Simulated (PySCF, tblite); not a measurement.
# C₆H₁₅AlO: geometry, infrared bands and NMR shifts

Aim: predict the infrared bands and NMR shifts of C₆H₁₅AlO (`CCC[C@H](C)[AlH][O]C`).

Programs: tblite 0.8.0 and PySCF 2.14.0, with density-fitted response routines of our own. Each step states its level of theory. These are calculated values for one molecule in the gas phase, unless marked as measured. Atoms count from 0, in the outputs and in this text.

## 1. Starting geometry

23 atoms, charge 0, multiplicity 1; geometry from: force field or distance geometry start.

Bonds of the start (Å): C0–C1 1.48, C1–C2 1.53, C2–C3 1.49, C3–C4 1.53, C3–Al5 1.96, Al5–O6 1.86, O6–C7 1.41, C0–H8 1.10, C0–H9 1.12, C0–H10 1.13, C1–H11 1.12, C1–H12 1.13, C2–H13 1.13, C2–H14 1.10, C3–H15 1.11, C4–H16 1.11, C4–H17 1.11, C4–H18 1.13, Al5–H19 1.61, C7–H20 1.11, C7–H21 1.12, C7–H22 1.11.

## 2. Optimising the geometry with GFN2-xTB

What the job is given:

```
{"job": {"kind": "relax", "xc": "GFN2-xTB", "basis": "xTB"}, "charge": 0, "multiplicity": 1}
C     -2.819700     0.737200    -0.227900
C     -1.851700     0.714800     0.897400
C     -1.050500    -0.583000     1.008000
C     -0.283900    -0.784900    -0.259400
C      0.517500    -2.080900    -0.178300
Al     0.967700     0.664000    -0.700700
O      2.127100     1.406000     0.546000
C      3.457700     1.157700     0.161000
H     -2.372600     0.590600    -1.218400
H     -3.646400     0.003600    -0.035100
H     -3.336300     1.738600    -0.260100
H     -1.147500     1.568400     0.752700
H     -2.392400     0.910300     1.868200
H     -1.829800    -1.400500     1.040000
H     -0.455900    -0.644600     1.928900
H     -1.018500    -0.918300    -1.076700
H      0.548200    -2.463800    -1.223300
H      0.030900    -2.785200     0.522700
H      1.562300    -1.818700     0.151800
H      1.562400     0.669400    -2.196300
H      3.541100     0.153500    -0.313900
H      3.730200     1.883200    -0.642800
H      4.155500     1.309500     1.012100
```

Launch:

```console
> OMP_NUM_THREADS=1 python probes_run.py task.json out
```

This one command runs all jobs of the session in turn.

**Question.** This job is followed by: GFN2-xTB harmonic vibrations, gas phase; GIAO PBE0/pcSseg-1 NMR shielding, non-relativistic, gas phase. What will the session give for the following? strongest single infrared mode (GFN2-xTB); zero-point energy (GFN2-xTB); ¹³C shifts against TMS (PBE0/pcSseg-1); ¹H shifts against TMS (PBE0/pcSseg-1, means over atoms taken as alike); ²⁷Al shifts against AlH4- (PBE0/pcSseg-1); ¹⁷O shifts against H2O (PBE0/pcSseg-1); surface potential, 1st and 99th percentile.

**Answer**, as computed:

| quantity | value |
| --- | --- |
| strongest single infrared mode (GFN2-xTB) | 1812 cm⁻¹, 395 km/mol |
| zero-point energy (GFN2-xTB) | 122.0 kcal/mol |
| ¹³C shifts against TMS (PBE0/pcSseg-1) | 57.2, 41.3, 36.0, 29.1, 19.5, 15.6 ppm |
| ¹H shifts against TMS (PBE0/pcSseg-1, means over atoms taken as alike) | 4.52, 4.41, 2.24, 1.56, 1.54, 1.17, 1.14, 1.04, 0.79 ppm |
| ²⁷Al shifts against AlH4- (PBE0/pcSseg-1) | 91.5 ppm |
| ¹⁷O shifts against H2O (PBE0/pcSseg-1) | 51.3 ppm |
| surface potential, 1st and 99th percentile | -0.77 V and 1.51 V |

In words: Relaxing lowered the energy by 1.515 eV in 131 steps; the close pair that moved most is Al5–O6, from 1.857 to 1.648 Å. No mode is imaginary among the 63: a minimum at this level. The strongest single mode, at 1812 cm⁻¹, moves mainly H19. GFN2-xTB is a fitted tight-binding method: band positions and strengths are rough. Its intensities can rank the bands wrongly. At PBE0/pcSseg-1: The widest tensor belongs to Al5: span 161 ppm, with a paramagnetic part of -400 ppm.
